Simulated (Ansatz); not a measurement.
Geometry optimisation, DFT PBE, scalar-relativistic, plane waves, PAW in Ansatz 0.2.0.

The input (input.yaml):

```yaml
crystal:
  lattice:
    - [-3.249308, -5.627967, 0.0]
    - [4.873962, -2.813983, 0.0]
    - [0.0, 0.0, 5.205709]
  atoms:
    - { symbol: Zn, position: [0.49999998, 0.33333332, 0.5] }
    - { symbol: Zn, position: [0.49999999, 0.66666666, 0.0] }
    - { symbol: O, position: [0.49999998, 0.33333332, 0.87901] }
    - { symbol: Zn, position: [0.25000002, 0.83333334, 0.5] }
    - { symbol: Zn, position: [0.24999999, 0.16666666, 0.0] }
    - { symbol: O, position: [0.24999999, 0.16666666, 0.37901] }
    - { symbol: O, position: [0.25000002, 0.83333334, 0.87901] }
    - { symbol: Zn, position: [1.0e-08, 0.33333334, 0.5] }
    - { symbol: Zn, position: [2.0e-08, 0.66666668, 0.0] }
    - { symbol: O, position: [2.0e-08, 0.66666668, 0.37901] }
    - { symbol: O, position: [1.0e-08, 0.33333334, 0.87901] }
    - { symbol: Zn, position: [0.74999998, 0.83333332, 0.5] }
    - { symbol: Zn, position: [0.74999996, 0.16666664, 0.0] }
    - { symbol: O, position: [0.74999996, 0.16666664, 0.37901] }
    - { symbol: F, position: [0.49999999, 0.66666666, 0.37901] }
total_charge: 1
basis:
  ecutwfc: 420.0
kpoints:
  mp_grid: { grid: [2, 2, 2] }
hamiltonian:
  xc: pbe
  pseudopotentials: { kind: paw, azcp: { folder: soft_1 } }
scf:
  occupations: { method: fermi_dirac, width: 0.02 }
  lower_state_search: "off"
relax:
  f_tol: 0.03
  max_steps: 60
  adjacent_minimum: "off"
```

Launched with:

```bash
$ ansatz run input.yaml --threads 1 --pin off --max-ram 3072MiB --backend cpu --events-out ev --progress --plain --runs-dir out
```

Question: Where does it end, and by what steps?

Answer: It converged. Limits of this set-up: coarse k mesh, charged cell in a uniform background, uncorrected. After 7 steps the energy has fallen by 1.278 eV; Zn12 moved furthest, 0.41 Å. Parted: Zn12–F15 (1.98 → 2.28 Å). Joined: Zn2–Zn12 (3.21 → 2.64 Å), Zn2–Zn13 (3.25 → 2.89 Å), Zn9–Zn12 (3.21 → 2.81 Å), Zn12–Zn13 (3.21 → 2.73 Å).

```json
{"step": "0", "energy less start (eV)": "0.0000", "largest force component (eV/Å)": "2.284", "accepted": "yes"}
{"step": "1", "energy less start (eV)": "-0.8257", "largest force component (eV/Å)": "1.256", "accepted": "yes"}
{"step": "2", "energy less start (eV)": "-1.2448", "largest force component (eV/Å)": "0.353", "accepted": "yes"}
{"step": "3", "energy less start (eV)": "-1.2386", "largest force component (eV/Å)": "0.471", "accepted": "no"}
{"step": "4", "energy less start (eV)": "-1.2742", "largest force component (eV/Å)": "0.103", "accepted": "yes"}
{"step": "5", "energy less start (eV)": "-1.2772", "largest force component (eV/Å)": "0.042", "accepted": "yes"}
{"step": "6", "energy less start (eV)": "-1.2774", "largest force component (eV/Å)": "0.040", "accepted": "yes"}
{"step": "7", "energy less start (eV)": "-1.2781", "largest force component (eV/Å)": "0.008", "accepted": "yes"}
```

```xyz
15
Lattice="-3.2493 -5.6280 0.0000 4.8740 -2.8140 0.0000 0.0000 0.0000 5.2057" Properties=species:S:1:pos:R:3
Zn -0.149 -3.691 2.630
Zn 1.628 -4.936 -0.265
O 0.022 -3.826 4.589
Zn 3.382 -3.659 2.617
Zn 0.042 -1.903 -0.034
O 0.025 -1.880 1.958
O 3.219 -3.759 4.588
Zn 1.653 -0.916 2.582
Zn 3.296 -1.814 -0.016
O 3.324 -1.804 1.973
O 1.645 -0.881 4.583
Zn 1.632 -6.711 2.985
Zn -1.766 -4.595 -0.033
O -1.714 -4.641 1.953
F 1.631 -4.699 1.921
```

Time of the run: 72 s on 1 thread of Arm Neoverse V1, with other jobs on the host, peak memory 0.47 GiB.
